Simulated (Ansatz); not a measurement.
# CF3Se, SMILES FC(F)(F)[Se]: a geometry optimisation

Computed with the Ansatz DFT code, driven from Python.

Script `cf3se_opt.py`:
```python
"""Geometry optimisation of CF3Se."""

import ansatz as az
import numpy as np

BASIS_SET = "def2-SVP"
FUNCTIONAL = "hf"


def main() -> None:
    cf3se = (
        az.Crystal.molecule()
        .atom("F", [0.06, 0.0317, 1.4287])
        .atom("C", [0.0276, -0.1017, 0.0459])
        .atom("F", [-0.7987, -1.1737, -0.3052])
        .atom("F", [1.4013, -0.3266, -0.3719])
        .atom("Se", [-0.6403, 1.4967, -0.8389])
    )

    calculation = cf3se.calculation().basis(gaussian=BASIS_SET).functional(FUNCTIONAL).spin("collinear", total=1)
    symbols = [site.symbol for site in cf3se.cartesian_sites]
    start = np.array([site.position_ang for site in cf3se.cartesian_sites], dtype=float)
    def progress(event):
        if event["event"] == "relax_step":
            row = event["data"]
            print(f"step {row['step']:3d}  E = {row['lagrangian_ev']:.6f} eV  max force {row['allowed_force_max_ev_ang']:.4f} eV/A")


    r = calculation.relax(force_tolerance=0.01).session().plan().execute(on_event=progress).report
    end = np.array(r["positions_ang"])

    print(f"E = {r['free_energy_ev']:.6f} eV = {r['free_energy_ev'] / 27.211386246:.7f} Ha")
    print("converged:", r["converged"], " doubts:", r["published_state_doubts"] or "none")

    print("final positions (A) and the move of each atom")
    for symbol, xyz, old in zip(symbols, end, start):
        print(f"{symbol:2s} {xyz[0]:10.5f} {xyz[1]:10.5f} {xyz[2]:10.5f}   {np.linalg.norm(xyz - old):7.4f}")


if __name__ == "__main__":
    main()
```

`python cf3se_opt.py` gives:
```text
step   1  E = -74434.158019 eV  max force 4.9691 eV/A
step   2  E = -74434.865667 eV  max force 2.6985 eV/A
step   3  E = -74435.000702 eV  max force 0.8117 eV/A
step   4  E = -74435.017703 eV  max force 0.1498 eV/A
step   5  E = -74435.018406 eV  max force 0.0401 eV/A
step   6  E = -74435.018638 eV  max force 0.0247 eV/A
step   7  E = -74435.018767 eV  max force 0.0398 eV/A
step   8  E = -74435.018835 eV  max force 0.0192 eV/A
step   9  E = -74435.018845 eV  max force 0.0015 eV/A
step  10  E = -74435.018845 eV  max force 0.0013 eV/A
E = -74435.018845 eV = -2735.4364887 Ha
converged: True  doubts: none
final positions (A) and the move of each atom
F     0.05983    0.01301    1.34802    0.0828
C     0.05509   -0.09952    0.04360    0.0277
F    -0.69895   -1.12312   -0.27643    0.1155
F     1.28202   -0.36286   -0.32990    0.1316
Se   -0.64809    1.49889   -0.82669    0.0146
```

Caveats:
- These settings explore the input space; basis and method may be short of convergence.
- The end point is the stationary point reached from this start; no frequency run checks that it is a minimum, and the basis set is modest.
- The species is open-shell (spin multiplicity 2).
- Finished in 110 s on 1 thread of Intel(R) Xeon(R) Platinum 8259CL CPU @ 2.50GHz (Skylake/Cascade Lake), with other jobs on the host, peak memory 0.34 GiB.

(Lines on the test bed's own set-up are left out of the output.)
